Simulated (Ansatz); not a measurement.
# two structures of Gd: a comparison of enthalpies under pressure

Program: the Ansatz DFT code, driven from Python.

The script, `transition.py`:
```python
'''Enthalpies of two structures of Gd under pressure.'''

import ansatz as az
import numpy as np

PHASES = {
    'Fm-3m': (
        [(0.0, 2.585819, 2.585819), (2.585819, 0.0, 2.585819), (2.585819, 2.585819, 0.0)],
        [
            ('Gd', (0.0, 0.0, 0.0)),
        ],
    ),
    'Im-3m': (
        [(-2.025, 2.025, 2.025), (2.025, -2.025, 2.025), (2.025, 2.025, -2.025)],
        [
            ('Gd', (0.0, 0.0, 0.0)),
        ],
    ),
}
MOMENTS = {'Gd': 7.0}  # parallel starting moments in muB


def build(vectors, sites):
    crystal = az.Crystal(lattice=az.Lattice.of(vectors))
    for symbol, position in sites:
        crystal = crystal.atom(symbol, position)
    return crystal


def compute(name, crystal, pressure=0.0):
    calc = crystal.calculation()
    calc = calc.functional('LDA')
    calc = calc.basis(470)
    calc = calc.kpoints(spacing=0.27).occupations('gaussian', width=0.05)
    calc = calc.spin('collinear')
    calc = calc.relax(force_tolerance=0.02, max_steps=60, cell=True, pressure=pressure)
    return calc.run(threads=1)


def volume_per_atom(outcome):
    return abs(np.linalg.det(outcome.lattice.cell_ang)) / len(outcome.lattice.sites)

phases = {name: build(*cell) for name, cell in PHASES.items()}
for name in ['Fm-3m', 'Im-3m']:
    phases[name] = phases[name].moments({e: m for e, m in MOMENTS.items() if e in phases[name].species()})

# enthalpy per atom at each pressure
pressures = [0, 20, 40, 60]
enthalpy, volume = {name: [] for name in phases}, {name: [] for name in phases}
for p in pressures:
    for name, crystal in phases.items():
        o = compute(name, crystal, pressure=p)
        volume[name].append(volume_per_atom(o))
        enthalpy[name].append(o.report['energy_sigma0_ev'] / len(o.lattice.sites) + p * volume[name][-1] / 160.21766)
gap = np.array(enthalpy['Im-3m']) - np.array(enthalpy['Fm-3m'])
rows = [(p, va, vb, 1000 * d) for p, va, vb, d in zip(pressures, volume['Fm-3m'], volume['Im-3m'], gap)]
print('   P (GPa)  V Fm-3m (A^3/atom)  V Im-3m (A^3/atom)  H(Im-3m) - H(Fm-3m) (meV/atom)')
for row in rows:
    print(f'{row[0]:10d}  {row[1]:18.3f}  {row[2]:18.3f}  {row[3]:+30.1f}')
crossings = [p0 - g0 * (p1 - p0) / (g1 - g0) for p0, p1, g0, g1 in zip(pressures, pressures[1:], gap, gap[1:]) if g0 * g1 < 0]
print('crossing near', [round(float(p), 1) for p in crossings], 'GPa') if crossings else print('no crossing in this range')
```

```console
$ python transition.py
   P (GPa)  V Fm-3m (A^3/atom)  V Im-3m (A^3/atom)  H(Im-3m) - H(Fm-3m) (meV/atom)
         0              28.561              29.292                           +68.3
        20              20.777              21.571                          +131.4
        40              17.725              18.187                          +208.9
        60              16.001              15.882                          +211.7
no crossing in this range
```

Open f shells: without a Hubbard U, without spin-orbit coupling; the state reached hangs on the start and needn't be the lowest. At a fixed pressure a relaxation lowers the enthalpy F + PV, while F alone can rise. The cells come from databases of deposited and of computed structures, and not all need be stable phases. Only these two structures are compared, at zero temperature and with their symmetry kept; either may be hypothetical, and another phase may be lower than both. Magnetic phases start from parallel moments and may not end in their lowest magnetic state. Differences under about 40 meV an atom lie within the error of mesh and functional. Run time: 120 s on 1 thread of Arm Neoverse V2 (shared host), peak memory 0.38 GiB.

(Lines on the test bed's own set-up are left out of the output.)
